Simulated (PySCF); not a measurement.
# C7H8ClN: the cost of one run

Computed with PySCF 2.14.0 and routines of our own; the level stands in each step. Atoms count from 0.

### 1 The starting structure

17 atoms, charge 0, multiplicity 1; geometry from: GFN2-xTB.

### 2 Magnetic properties: GIAO HF/pcSseg-1

What the job is given:

```
{"job": {"kind": "mag", "xc": "HF", "basis": "pcSseg-1", "isotopologues": 0}, "charge": 0, "multiplicity": 1}
N     -1.904035    -1.142672     0.172549
C     -0.709090    -0.373165     0.000015
C     -0.915963     1.135754    -0.118858
C      0.238447     1.717934     0.164252
C      1.238227     0.612290     0.469978
C      0.294445    -0.377499     1.175805
C      1.413865    -0.142877    -0.840819
Cl     2.875978    -0.107955    -1.723078
C      0.264201    -0.729908    -1.141089
H     -2.514986    -1.042883    -0.629985
H     -1.686930    -2.125557     0.292729
H     -1.850493     1.576238    -0.405850
H      0.491320     2.760376     0.153294
H      2.154338     0.904499     0.972579
H      0.740533    -1.354550     1.356718
H     -0.137384     0.013894     2.094462
H      0.000530    -1.311891    -2.002611
```

Level: GIAO HF/pcSseg-1 magnetisability, rotational g tensor and spin-rotation constants, non-relativistic, gas phase.

Run with:

```
OMP_NUM_THREADS=1 python excited_run.py task.json out
```

One launch serves the whole session: the jobs run in the order shown.

Q: Estimate the wall time and peak memory of this first job on 1 thread of Arm Neoverse V2, shared host.

About 18 s, with a peak of 0.96 GiB.
